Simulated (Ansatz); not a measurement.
**AlAsH2 (singlet): PBE, r2SCAN, PBE0, B3LYP, wB97M-V, B2PLYP, RPA-PBE over vertical spin and charge gaps, cc-pVTZ**

How well do these functionals follow the top wave-function level for AlAsH2 (singlet) over vertical spin and charge gaps?

The runs use Ansatz 0.2.0, Gaussian basis; cc-pVTZ, all electrons in the functionals, frozen cores in the correlation of double hybrids and RPA.

The runs, in order: PBE, r2SCAN, PBE0, B3LYP, wB97M-V, B2PLYP, RPA-PBE, at charge 0, singlet; charge 0, triplet; charge 1, doublet.

9 further runs of the same task are left out: 6 for a known fault of the program, 3 set aside as unsound or not needed.

### Step 1. The system

The geometry is a PBE0/def2-TZVP stationary point (not a proven minimum). No spin-orbit coupling is included. The filled d shell of As may be among the frozen orbitals whatever the setting's name suggests; the logs give the count.

4 atoms, charge 0, spin multiplicity 1.

Atoms are counted from 1 here; the program's logs count them from 0.

Bond lengths: Al1–As2 2.217 Å, Al1–H3 1.583 Å, As2–H4 1.572 Å. Angles: As2–Al1–H3 172.3°, Al1–As2–H4 67.2°.

No dispersion term is added; wB97M-V holds VV10 nonlocal correlation. B3LYP takes the VWN-RPA correlation.

The geometry shown and the zero of energy belong to the point charge 0, singlet. The yardstick, UCCSDT(Q), and other wave-function levels (R restricted, U unrestricted, valence and pair active spaces) come from earlier runs.

### Step 2. PBE, charge 0, singlet

in.yaml

```yaml
crystal:
  periodic: [false, false, false]
  atoms:
    - {symbol: Al, position_ang: [0.000000, 0.032210, 1.598723]}
    - {symbol: As, position_ang: [0.000000, 0.009906, -0.618461]}
    - {symbol: H, position_ang: [0.000000, -0.164956, 3.169708]}
    - {symbol: H, position_ang: [0.000000, -1.433607, 0.005203]}
basis:
  gaussian: {orbitals: cc-pVTZ}
hamiltonian: {xc: {name: PBE}}
output: {orbitals: {seedname: orbitals}}
```

On the command line:

```bash
$ ansatz run in.yaml --threads 1 --pin off --events-out ev --progress --plain --max-ram 4096MiB --backend cpu
```

The runs that follow: PBE, charge 0, triplet; PBE, charge 1, doublet; r2SCAN, charge 0, singlet; r2SCAN, charge 0, triplet; r2SCAN, charge 1, doublet; PBE0, charge 0, singlet; PBE0, charge 0, triplet; PBE0, charge 1, doublet; B3LYP, charge 0, singlet; B3LYP, charge 0, triplet; B3LYP, charge 1, doublet; wB97M-V, charge 0, singlet; wB97M-V, charge 0, triplet; wB97M-V, charge 1, doublet; B2PLYP, charge 0, singlet; B2PLYP, charge 0, triplet; B2PLYP, charge 1, doublet; RPA-PBE, charge 0, singlet; RPA-PBE, charge 0, triplet; RPA-PBE, charge 1, doublet.

Before running them: what should the planned runs give, taken together? Wanted: singlet to triplet, UCCSDT(Q); ionisation to the doublet cation, UCCSDT(Q); largest miss, PBE; largest miss, r2SCAN; largest miss, PBE0; largest miss, B3LYP; largest miss, wB97M-V; largest miss, B2PLYP; largest miss, RPA-PBE.

**Answer**, as computed:

| quantity | value |
| --- | --- |
| singlet to triplet, UCCSDT(Q) | 261.9 kJ/mol |
| ionisation to the doublet cation, UCCSDT(Q) | 761.8 kJ/mol |
| largest miss, PBE | -13.3 kJ/mol (singlet to triplet) |
| largest miss, r2SCAN | -21.2 kJ/mol (singlet to triplet) |
| largest miss, PBE0 | -19.0 kJ/mol (singlet to triplet) |
| largest miss, B3LYP | -6.9 kJ/mol (singlet to triplet) |
| largest miss, wB97M-V | -11.8 kJ/mol (ionisation to the doublet cation) |
| largest miss, B2PLYP | -4.8 kJ/mol (ionisation to the doublet cation) |
| largest miss, RPA-PBE | +21.4 kJ/mol (ionisation to the doublet cation) |
| largest miss, RCCSD(T) | -1.0 kJ/mol (ionisation to the doublet cation) |
| largest miss, UCCSD(T) | -1.2 kJ/mol (ionisation to the doublet cation) |

In words: Of the functionals, B2PLYP keep the smallest largest miss at the points compared (at most 4.8 kJ/mol) and RPA-PBE strays most (21.4 kJ/mol, at ionisation to the doublet cation). Functionals and the yardstick converge differently with the basis, so part of each miss in cc-pVTZ is the basis.
